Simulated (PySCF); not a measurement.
# SrPb−: from the state search to spectroscopic constants

The task here is to estimate one member of a computed series from the others.

Computed with PySCF 2.14.0. Level: Sr def2-SVPD with ECP28, Pb def2-SVPD with ECP60, scalar-relativistic core potentials.

2 further runs of the same task are left out: 2 set aside as unsound or not needed.

Set-up of the first run:

The job is set up so:

```json
{
  "atoms": "Sr, Pb",
  "charge": "-1",
  "basis": "Sr def2-SVPD with ECP28, Pb def2-SVPD with ECP60",
  "Hamiltonian": "scalar-relativistic core potentials",
  "basis functions": "58",
  "electrons treated": "33",
  "masses in u": "87.9056, 207.9766",
  "levels": "PBE0, PBE, r²SCAN, B3LYP, LDA, TPSSh, HF, MP2, SCS-MP2",
  "grid": "80 radial by 434 angular points",
  "occupations": "held fixed by the projection of orbital angular momentum",
  "dissociation limit": "Sr + Pb−, each in its ground configuration",
  "starting distance in angstrom": "3.205",
  "values of 2S to try": "1, 3"
}
```

Launch:

```console
OMP_NUM_THREADS=1 python dia.py task.json out
```

Steps of the session up to this table: Input; The PBE0 curve of the state that the search chose; Other states along the same grid; PBE; r²SCAN (meta-GGA); B3LYP; LDA; TPSSh; ROHF (mean field).

One of the session's tables, all rows but one given; the rest of the session is left out.

| level | Re (Å) | ωe (cm⁻¹) | De (eV) |
| --- | --- | --- | --- |
| ROHF | 3.647 | 70.6 | 0.85 |
| ROHF-MP2 | 3.472 | 83.5 | 1.06 |
| ROHF-SCS-MP2 | 3.490 | 82.0 | 1.02 |
| LDA | 3.277 | 104.9 | 1.58 |
| PBE | 3.383 | 93.0 | 1.38 |
| r²SCAN | 3.391 | 92.6 | 1.34 |
| TPSSh | 3.391 | 92.2 | 1.34 |
| B3LYP | 3.427 | 87.9 | 1.16 |
| PBE0 | ? | ? | ? |

Q: Estimate the row for PBE0 from the others.

As computed: Re (Å): 3.397; ωe (cm⁻¹): 91.0; De (eV): 1.28. In the column «Re (Å)» it lies between TPSSh (3.391) and B3LYP (3.427).

De is counted to Sr + Pb− in their ground configurations.
